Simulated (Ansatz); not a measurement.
# GaH6NO3: up Jacob's ladder to CCSD(T)

The task here is to estimate one member of a computed series from the others.

Program: Ansatz 0.2.0, Gaussian basis. Level of theory: functionals in def2-TZVPP, the program's frozen cores in correlated methods. These are calculated values, not measurements.

Plan: LDA (SPW92), PBE-D4, revPBE-D4, BLYP-D4, r2SCAN-D4, B97M-V, PBE0-D4, B3LYP-D4, r2SCANh-D4, r2SCAN0-D4, HSE06-D4, BHLYP-D4, CAM-B3LYP-D4, LC-ωPBE, ωB97X-V, ωB97M-V, B2PLYP, PBE-QIDH; CCSD(T)/def2-SVP; CCSD(T)/def2-TZVPP; MP2/def2-QZVPP; extrapolation to the limit; RPA on PBE.

## Structure used throughout

All runs share one geometry, relaxed beforehand with PBE0-D4 in a triple-zeta def2 set.

11 atoms, charge 0, spin multiplicity 1.

Atoms are counted from 1 here; the program's logs count them from 0.

Bond lengths: N1–Ga2 2.084 Å, N1–H6 1.014 Å, N1–H7 1.014 Å, N1–H8 1.014 Å, Ga2–O3 1.810 Å, Ga2–O4 1.810 Å, Ga2–O5 1.810 Å, O3–H9 0.958 Å, O4–H10 0.958 Å, O5–H11 0.958 Å. Angles: Ga2–N1–H6 109.6°, Ga2–N1–H7 109.6°, Ga2–N1–H8 109.7°, H6–N1–H7 109.3°, H6–N1–H8 109.3°, H7–N1–H8 109.3°, N1–Ga2–O3 98.8°, N1–Ga2–O4 98.9°, N1–Ga2–O5 98.8°, O3–Ga2–O4 117.7°, O3–Ga2–O5 117.7°, O4–Ga2–O5 117.7°, Ga2–O3–H9 112.6°, Ga2–O4–H10 112.6°, Ga2–O5–H11 112.6°.

The first run:

in.yaml reads:

```yaml
crystal:
  periodic: [false, false, false]
  atoms:
    - {symbol: N, position_ang: [-1.248824, 0.558758, 0.659772]}
    - {symbol: Ga, position_ang: [0.466053, -0.211888, -0.239793]}
    - {symbol: O, position_ang: [1.649989, 0.120669, 1.088474]}
    - {symbol: O, position_ang: [0.519570, 0.855909, -1.700392]}
    - {symbol: O, position_ang: [-0.085625, -1.920845, -0.467278]}
    - {symbol: H, position_ang: [-1.015612, 0.934486, 1.572215]}
    - {symbol: H, position_ang: [-1.937092, -0.178179, 0.766411]}
    - {symbol: H, position_ang: [-1.634831, 1.296996, 0.081729]}
    - {symbol: H, position_ang: [2.082003, -0.674136, 1.404983]}
    - {symbol: H, position_ang: [1.334144, 1.357398, -1.760527]}
    - {symbol: H, position_ang: [-0.064476, -2.196268, -1.384995]}
basis:
  gaussian: {orbitals: def2-TZVPP}
hamiltonian: {xc: lda}
output: {orbitals: {seedname: orbitals}}
```

Started as:

```bash
> ansatz run in.yaml --threads 4 --pin off --events-out ev --progress --plain --max-ram 10444MiB
```

Among the steps run: LDA; PBE-D4 (GGA); revPBE-D4 (GGA); BLYP-D4 (GGA); r2SCAN-D4 (meta-GGA); B97M-V (meta-GGA); B3LYP-D4 (hybrid); r2SCANh-D4 (hybrid); r2SCAN0-D4 (hybrid); HSE06-D4 (hybrid); BHLYP-D4 (hybrid); CAM-B3LYP-D4 (range-separated); LC-ωPBE (range-separated); ωB97X-V (range-separated); ωB97M-V (range-separated); B2PLYP (double hybrid); PBE-QIDH (double hybrid).

One table of the session follows, with a row left open; its other results are not shown here.

It belongs to the step «Orbital energies across the functionals». 

| functional | HOMO (eV) | gap (eV) |
| --- | --- | --- |
| LDA (SPW92) | -6.37 | 5.28 |
| PBE-D4 | -6.14 | 5.20 |
| revPBE-D4 | ? | ? |
| BLYP-D4 | -6.06 | 5.06 |
| r2SCAN-D4 | -6.51 | 6.19 |
| B97M-V | -6.58 | 5.81 |
| PBE0-D4 | -7.86 | 7.77 |
| B3LYP-D4 | -7.59 | 7.12 |
| r2SCANh-D4 | -7.16 | 7.11 |
| r2SCAN0-D4 | -8.14 | 8.48 |
| HSE06-D4 | -7.45 | 6.99 |
| BHLYP-D4 | -9.54 | 10.06 |
| CAM-B3LYP-D4 | -9.39 | 10.06 |
| LC-ωPBE | -10.77 | 12.82 |
| ωB97X-V | -10.41 | 12.21 |
| ωB97M-V | -10.36 | 11.73 |

Estimate the missing values for revPBE-D4.

**Answer.** HOMO (eV): -6.06; gap (eV): 5.19.
